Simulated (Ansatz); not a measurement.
# F2H4OSi (built from SMILES O[SiH](F)F.[H][H]): search for a transition state

Wanted: the transition state of a four-centre ligand exchange (form Si1–H7, O2–H6 and break Si1–O2, H6–H7). The guess is relaxed with those distances held, a saddle search follows, and vibrations and two downhill relaxations check it.

Program: Ansatz 0.2.0, Gaussian basis. Level of theory: PBE0-D4, def2-SVP first, then def2-TZVP. These are calculated values, not measurements.

152 further runs of the same task are left out: 152 set aside as unsound or not needed. Runs told in other sessions of the task aren't counted.

## (1) Starting geometry

The guess: 8 atoms, charge 0, spin multiplicity 1.

Atoms are counted from 1 here; the program's logs count them from 0.

Bond lengths: Si1–O2 1.747 Å, Si1–F3 1.610 Å, Si1–F4 1.611 Å, Si1–H5 1.463 Å, O2–H6 1.174 Å, O2–H8 0.976 Å. Angles: O2–Si1–F3 114.8°, O2–Si1–F4 118.3°, O2–Si1–H5 97.3°, F3–Si1–F4 121.9°, F3–Si1–H5 97.8°, F4–Si1–H5 97.3°, Si1–O2–H6 87.4°, Si1–O2–H8 129.4°, H6–O2–H8 143.0°.

As a file:

```xyz
8
F2H4OSi
Si   -0.3265    0.4873   -0.1792
O     0.9163   -0.5876    0.4127
F    -0.5506    0.4463   -1.7732
F    -1.4960    0.9344    0.8345
H     0.4531    1.7243   -0.1197
H     0.1419   -1.4626    0.2949
H    -0.9843   -1.1472   -0.1079
H     1.8461   -0.3949    0.6379
```

Distances that are to change: Si1–H7 1.76 Å, O2–H6 1.17 Å, Si1–O2 1.75 Å, H6–H7 1.24 Å.

## (2) Relaxing the guess with the reacting distances held

Contents of hold/in.yaml:

```yaml
crystal:
  periodic: [false, false, false]
  atoms:
    - {symbol: Si, position_ang: [-0.326500, 0.487300, -0.179200]}
    - {symbol: O, position_ang: [0.916300, -0.587600, 0.412700]}
    - {symbol: F, position_ang: [-0.550600, 0.446300, -1.773200]}
    - {symbol: F, position_ang: [-1.496000, 0.934400, 0.834500]}
    - {symbol: H, position_ang: [0.453100, 1.724300, -0.119700]}
    - {symbol: H, position_ang: [0.141900, -1.462600, 0.294900]}
    - {symbol: H, position_ang: [-0.984300, -1.147200, -0.107900]}
    - {symbol: H, position_ang: [1.846100, -0.394900, 0.637900]}
basis:
  gaussian: {orbitals: def2-SVP}
hamiltonian: {xc: pbe0, dispersion: d4}
relax: {f_tol: 0.04, max_steps: 150, escape_saddle: false, constraints: [{distance: [0, 6]}, {distance: [1, 5]}, {distance: [0, 1]}, {distance: [5, 6]}]}
```

Started as:

```
ansatz run in.yaml --threads 4 --pin off --events-out ev --progress --plain --max-ram 9574MiB
```

The program printed, cut to the lines that bear on the results:

```text
Functional definition: PBE0
  name "PBE0"
  cite "Adamo & Barone, J. Chem. Phys. 110, 6158 (1999) doi:10.1063/1.478522"
  cite "Perdew, Burke & Ernzerhof, Phys. Rev. Lett. 77, 3865 (1996) doi:10.1103/PhysRevLett.77.3865"
  parent pbe
[...]
801 factors; integrals over basis functions are off by at most 4.2e-4 eV
[...]
mean field -15405.64627301 eV, -566.1470582111 hartree, gradient 3.6e-5 eV, S^2 0.000000; 0 other end points of the search recorded, 0 dependent functions left out
[...]
reference -15405.64629508 eV, -566.1470590222 hartree; 22, 22 occupied and 58, 58 virtual orbitals, 801 factors
relax step   1: F+E_penalty+E_count = -15405.74182642 eV  Δ(F+E_penalty+E_count) = +0.000e0 eV  max|allowed force component| = 6.677e-1 eV/Å  Δτ_max = 0.0000 Å  (24 SCF iters, accepted)
[...]
relax step   5: F+E_penalty+E_count = -15405.81761660 eV  Δ(F+E_penalty+E_count) = -1.874e-3 eV  max|allowed force component| = 7.750e-2 eV/Å  Δτ_max = 0.0142 Å  (28 SCF iters, accepted)
[...]
relax step   6: F+E_penalty+E_count = -15405.82005344 eV  Δ(F+E_penalty+E_count) = -2.437e-3 eV  max|allowed force component| = 2.596e-2 eV/Å  Δτ_max = 0.0484 Å  (26 SCF iters, accepted)
  distance Si 0 - H 6 held at 1.763342 Å   reaction = +1.5001e-1 eV/Å
  distance O 1 - H 5 held at 1.174392 Å   reaction = +7.0515e-1 eV/Å
  distance Si 0 - O 1 held at 1.746513 Å   reaction = -1.0490e0 eV/Å
  distance H 5 - H 6 held at 1.236952 Å   reaction = +1.1025e0 eV/Å
801 factors; integrals over basis functions are off by at most 4.2e-4 eV
mean field -15405.72496743 eV, -566.1499501774 hartree, gradient 6.4e-6 eV, S^2 0.000000; 1 other end points of the search recorded, 0 dependent functions left out
[...]
reference -15405.72498931 eV, -566.1499509818 hartree; 22, 22 occupied and 58, 58 virtual orbitals, 801 factors
Total energy: -15405.82007533 eV, -566.1534453286 hartree
Atom 0 at    -0.318683     0.474215    -0.168045 Å, force    -0.814621     0.472267    -0.379216 eV/Å
Atom 1 at     0.938456    -0.551803     0.477861 Å, force     0.283564    -1.105212     0.278623 eV/Å
Atom 2 at    -0.591551     0.420187    -1.766780 Å, force     0.008581     0.007283     0.001727 eV/Å
Atom 3 at    -1.549343     0.907171     0.795325 Å, force    -0.000056     0.001927     0.002534 eV/Å
Atom 4 at     0.499308     1.718718    -0.096218 Å, force    -0.001252    -0.018168    -0.005979 eV/Å
Atom 5 at     0.138903    -1.386482     0.269956 Å, force    -0.536260     0.732151    -0.224825 eV/Å
Atom 6 at    -1.011696    -1.146384    -0.115435 Å, force     1.086000    -0.083205     0.341132 eV/Å
Atom 7 at     1.894605    -0.435622     0.603336 Å, force    -0.025956    -0.007042    -0.013997 eV/Å
Dipole moment:     0.833129    -0.373302     0.279289 e Å
```

Run time: 5 s. Hardware: 4 threads of Arm Neoverse V2, shared host.

Relaxation path:

```csv
step,energy from step 1 (eV),largest force component (eV/Å)
1,0.0000,0.6677
2,-0.0647,0.2498
3,-0.0705,0.1106
4,-0.0739,0.0864
5,-0.0758,0.0775
6,-0.0782,0.0260
```

Distances of close pairs at the start and the end, largest changes first:

```csv
bond,before (Å),after (Å),change (Å)
Si1–H5,1.463,1.491,+0.028
Si1–F3,1.610,1.623,+0.013
Si1–F4,1.611,1.622,+0.011
O2–H8,0.976,0.971,-0.005
Si1–O2,1.747,1.747,+0.000
O2–H6,1.174,1.174,+0.000
```

## (3) Force constants to start from

Contents of hessian/in.yaml:

```yaml
crystal:
  periodic: [false, false, false]
  atoms:
    - {symbol: Si, position_ang: [-0.318683, 0.474215, -0.168045]}
    - {symbol: O, position_ang: [0.938456, -0.551803, 0.477861]}
    - {symbol: F, position_ang: [-0.591551, 0.420187, -1.766780]}
    - {symbol: F, position_ang: [-1.549343, 0.907171, 0.795325]}
    - {symbol: H, position_ang: [0.499308, 1.718718, -0.096218]}
    - {symbol: H, position_ang: [0.138903, -1.386482, 0.269956]}
    - {symbol: H, position_ang: [-1.011696, -1.146384, -0.115435]}
    - {symbol: H, position_ang: [1.894605, -0.435622, 0.603336]}
basis:
  gaussian: {orbitals: def2-SVP}
hamiltonian: {xc: pbe0, dispersion: d4}
phonons: {}
scf: {lower_state_search: off}
```

Started as:

```
ansatz run in.yaml --threads 4 --pin off --events-out ev --progress --plain --max-ram 9574MiB
```

The program printed, cut to the lines that bear on the results:

```text
[... 5 set-up lines as earlier in the session ...]
[...]
803 factors; integrals over basis functions are off by at most 4.2e-4 eV
[...]
mean field -15405.72497174 eV, -566.1499503360 hartree, gradient 8.0e-7 eV, S^2 0.000000; 0 other end points of the search recorded, 0 dependent functions left out
[...]
reference -15405.72499342 eV, -566.1499511326 hartree; 22, 22 occupied and 58, 58 virtual orbitals, 803 factors
[... from here to the last solve, the lines of the solves are left out (47 solves) ...]
803 factors; integrals over basis functions are off by at most 4.2e-4 eV
mean field -15405.72500134 eV, -566.1499514238 hartree, gradient 8.7e-7 eV, S^2 0.000000; 0 other end points of the search recorded, 0 dependent functions left out
[...]
WARN: phonons: modes at or below zero, which the zero-point energy, F, S and C_V leave out: 1, the lowest at -1542.38 cm⁻¹. A minimum has none, and a first-order saddle one
[...]
Atom 0 at    -0.318683     0.474215    -0.168045 Å, force    -0.814984     0.472315    -0.379157 eV/Å
Atom 1 at     0.938456    -0.551803     0.477861 Å, force     0.283606    -1.105520     0.278627 eV/Å
Atom 2 at    -0.591551     0.420187    -1.766780 Å, force     0.008561     0.007359     0.001708 eV/Å
Atom 3 at    -1.549343     0.907171     0.795325 Å, force    -0.000060     0.001971     0.002364 eV/Å
Atom 4 at     0.499308     1.718718    -0.096218 Å, force    -0.001241    -0.018175    -0.005987 eV/Å
Atom 5 at     0.138903    -1.386482     0.269956 Å, force    -0.536271     0.732159    -0.224916 eV/Å
Atom 6 at    -1.011696    -1.146384    -0.115435 Å, force     1.086318    -0.083071     0.341332 eV/Å
Atom 7 at     1.894605    -0.435622     0.603336 Å, force    -0.025928    -0.007038    -0.013971 eV/Å
Dipole moment:     0.833131    -0.373304     0.279289 e Å
Vibrations: -1542.38 142.61 178.07 220.60 497.72 648.89 668.60 843.73 901.22 926.16 993.45 1019.90 1118.36 1261.77 1516.96 2018.57 2247.98 3766.31 cm⁻¹, zero-point energy 1.176047 eV
Checks for a lower state left out: stability, starts, cluster_reference, orbital_swaps, neighbouring_geometries, increment
```

It took 22 s on 4 threads of Arm Neoverse V2, shared host.

The structure is not stationary yet, so these wavenumbers are no spectrum; the search needs only the force constants.

## (4) Saddle search in the small basis

A small driver takes partitioned rational-function steps: uphill along one mode, downhill along the rest. It calls the program once a step for energy and forces and updates the Hessian by Bofill's formula. It stops when the largest force is under 0.04 eV/Å and the followed curvature is negative. The first step's input:

Contents of presaddle/in.yaml:

```yaml
crystal:
  periodic: [false, false, false]
  atoms:
    - {symbol: Si, position_ang: [-0.318683, 0.474215, -0.168045]}
    - {symbol: O, position_ang: [0.938456, -0.551803, 0.477861]}
    - {symbol: F, position_ang: [-0.591551, 0.420187, -1.766780]}
    - {symbol: F, position_ang: [-1.549343, 0.907171, 0.795325]}
    - {symbol: H, position_ang: [0.499308, 1.718718, -0.096218]}
    - {symbol: H, position_ang: [0.138903, -1.386482, 0.269956]}
    - {symbol: H, position_ang: [-1.011696, -1.146384, -0.115435]}
    - {symbol: H, position_ang: [1.894605, -0.435622, 0.603336]}
basis:
  gaussian: {orbitals: def2-SVP}
hamiltonian: {xc: pbe0, dispersion: d4}
output: {forces: true}
scf: {lower_state_search: off}
```

Started as:

```
ansatz run in.yaml --threads 4 --pin off --events-out ev --progress --plain --max-ram 9574MiB
```

The driver's record:

```csv
step,energy (eV),largest force (eV/Å),followed curvature (eV/Å²)
1,-15405.82008,1.1055,-13.42
2,-15405.95435,0.8988,-13.47
3,-15405.96262,0.0934,-13.31
4,-15405.96031,0.6636,-13.27
5,-15405.96448,0.2917,-13.27
6,-15405.96503,0.6442,-13.27
7,-15405.96696,0.4724,-13.29
8,-15405.97073,0.1422,-13.28
9,-15405.97134,0.0668,-13.28
10,-15405.97148,0.0503,-13.28
11,-15405.97160,0.0282,-13.39
```

The 11 steps took 5.7 s in all (4 threads of Arm Neoverse V2, shared host).

## (5) Saddle search in triple zeta

The search itself is an outer loop (partitioned rational-function steps, Bofill update of the Hessian). Each step is one single-point run with forces. It stops when the largest force is under 0.01 eV/Å and the followed curvature is negative. The first step's input:

Contents of saddle/in.yaml:

```yaml
crystal:
  periodic: [false, false, false]
  atoms:
    - {symbol: Si, position_ang: [-0.356569, 0.488650, -0.106784]}
    - {symbol: O, position_ang: [1.004353, -0.584600, 0.545012]}
    - {symbol: F, position_ang: [-0.406447, 0.342857, -1.719470]}
    - {symbol: F, position_ang: [-1.753932, 0.955369, 0.578440]}
    - {symbol: H, position_ang: [0.418601, 1.737658, 0.095951]}
    - {symbol: H, position_ang: [0.107180, -1.275194, 0.282346]}
    - {symbol: H, position_ang: [-0.938444, -1.089290, 0.085646]}
    - {symbol: H, position_ang: [1.925259, -0.575450, 0.238860]}
basis:
  gaussian: {orbitals: def2-TZVP}
hamiltonian: {xc: pbe0, dispersion: d4}
output: {forces: true}
scf: {lower_state_search: off}
```

Started as:

```
ansatz run in.yaml --threads 4 --pin off --events-out ev --progress --plain --max-ram 9574MiB
```

The driver's record:

```csv
step,energy (eV),largest force (eV/Å),followed curvature (eV/Å²)
1,-15418.56601,0.8071,-13.39
2,-15418.58981,0.2750,-13.31
3,-15418.58882,0.1946,-13.47
4,-15418.59111,0.0611,-13.47
5,-15418.59072,0.3278,-13.48
6,-15418.59308,0.1084,-13.47
7,-15418.59408,0.3782,-13.47
8,-15418.59602,0.1096,-13.44
9,-15418.59645,0.1793,-13.42
10,-15418.59680,0.0294,-13.41
11,-15418.59701,0.0259,-13.41
12,-15418.59718,0.0481,-13.41
13,-15418.59742,0.0428,-13.40
14,-15418.59748,0.0309,-13.39
15,-15418.59754,0.0190,-13.39
16,-15418.59755,0.0104,-13.42
17,-15418.59756,0.0102,-13.42
18,-15418.59756,0.0042,-13.44
```

The 18 steps took 19 s in all (4 threads of Arm Neoverse V2, shared host).

Geometry at the end of the search:

```xyz
8

Si   -0.3559    0.4766   -0.1282
O     0.9653   -0.5640    0.6266
F    -0.4554    0.3687   -1.7200
F    -1.6668    0.9234    0.6657
H     0.4382    1.7165    0.0045
H     0.1293   -1.2620    0.2850
H    -0.9260   -1.1033   -0.0256
H     1.8714   -0.5559    0.2920
```

Followed mode, largest move set to 1: H6 (0.97, 0.05, 0.25); H7 (-0.22, 0.34, -0.11); Si1 (-0.38, -0.12, -0.08); F4 (-0.16, 0.20, 0.04).

## (6) Checking the order of the point

Contents of vib/in.yaml:

```yaml
crystal:
  periodic: [false, false, false]
  atoms:
    - {symbol: Si, position_ang: [-0.355904, 0.476600, -0.128191]}
    - {symbol: O, position_ang: [0.965322, -0.563955, 0.626564]}
    - {symbol: F, position_ang: [-0.455440, 0.368724, -1.720025]}
    - {symbol: F, position_ang: [-1.666801, 0.923354, 0.665692]}
    - {symbol: H, position_ang: [0.438180, 1.716490, 0.004523]}
    - {symbol: H, position_ang: [0.129264, -1.262013, 0.285044]}
    - {symbol: H, position_ang: [-0.926037, -1.103258, -0.025620]}
    - {symbol: H, position_ang: [1.871415, -0.555941, 0.292013]}
basis:
  gaussian: {orbitals: def2-TZVP}
hamiltonian: {xc: pbe0, dispersion: d4}
phonons: {temperatures: {t_min: 298.15, t_max: 900, t_step: 200}}
```

Started as:

```
ansatz run in.yaml --threads 4 --pin off --events-out ev --progress --plain --max-ram 9574MiB
```

The program printed, cut to the lines that bear on the results:

```text
[... 5 set-up lines as earlier in the session ...]
[...]
907 factors; their error is unknown
[...]
mean field -15418.50405360 eV, -566.6195729324 hartree, gradient 5.3e-5 eV, S^2 0.000000; 0 other end points of the search recorded, 0 dependent functions left out
[...]
reference -15418.50407780 eV, -566.6195738217 hartree; 22, 22 occupied and 132, 132 virtual orbitals, 907 factors
[... from here to the last solve, the lines of the solves are left out (47 solves) ...]
907 factors; their error is unknown
[...]
mean field -15418.50402565 eV, -566.6195719053 hartree, gradient 1.7e-6 eV, S^2 0.000000; 0 other end points of the search recorded, 0 dependent functions left out
[...]
WARN: phonons: modes at or below zero, which the zero-point energy, F, S and C_V leave out: 1, the lowest at -1262.15 cm⁻¹. A minimum has none, and a first-order saddle one
[...]
Total energy: -15418.59756426 eV, -566.6230093856 hartree
Atom 0 at    -0.355904     0.476600    -0.128191 Å, force    -0.000166    -0.000132    -0.001570 eV/Å
Atom 1 at     0.965322    -0.563955     0.626564 Å, force     0.004172     0.000353     0.000558 eV/Å
Atom 2 at    -0.455440     0.368724    -1.720025 Å, force    -0.001189     0.000782    -0.000903 eV/Å
Atom 3 at    -1.666801     0.923354     0.665692 Å, force     0.000096     0.000439     0.001280 eV/Å
Atom 4 at     0.438180     1.716490     0.004523 Å, force     0.000380    -0.000302    -0.000538 eV/Å
Atom 5 at     0.129264    -1.262013     0.285044 Å, force     0.000407    -0.001439    -0.000427 eV/Å
Atom 6 at    -0.926037    -1.103258    -0.025620 Å, force    -0.000625    -0.000077    -0.000680 eV/Å
Atom 7 at     1.871415    -0.555941     0.292013 Å, force    -0.003073     0.000376     0.002280 eV/Å
Dipole moment:     0.671079    -0.338769     0.090691 e Å
Vibrations: -1262.15 61.23 207.47 388.63 486.55 593.00 656.14 828.04 875.81 922.84 963.55 1015.05 1141.91 1349.62 1770.79 2094.74 2246.18 3804.38 cm⁻¹, zero-point energy 1.203014 eV
```

Wall time 46 s (4 threads of Arm Neoverse V2, shared host).

Wavenumbers and character of the modes:

```csv
mode,wavenumber (cm⁻¹),character
1,1262i,"changes Si1–H7, O2–H6, H6–H7"
2,61,bend
3,207,bend
4,389,torsion
5,487,bend with torsion
6,593,bend with torsion
7,656,bend with wag or twist
8,828,Si–F stretch
9,876,bend with wag or twist
10,923,Si–F stretch with bend
11,964,Si–F stretch with bend
12,1015,bend
13,1142,bend with Si–H stretch
14,1350,bend
15,1771,bend with Si–H stretch
16,2095,O–H stretch with bend
17,2246,Si–H stretch
18,3804,O–H stretch
```

Vibrational sums (real modes only):

```csv
T (K),entropy (J/mol/K),heat capacity (J/mol/K)
298,40.8,47.4
498,72.5,76.4
698,101.4,94.6
898,126.7,106.4
```

(Part 1 of 2 ends here.)
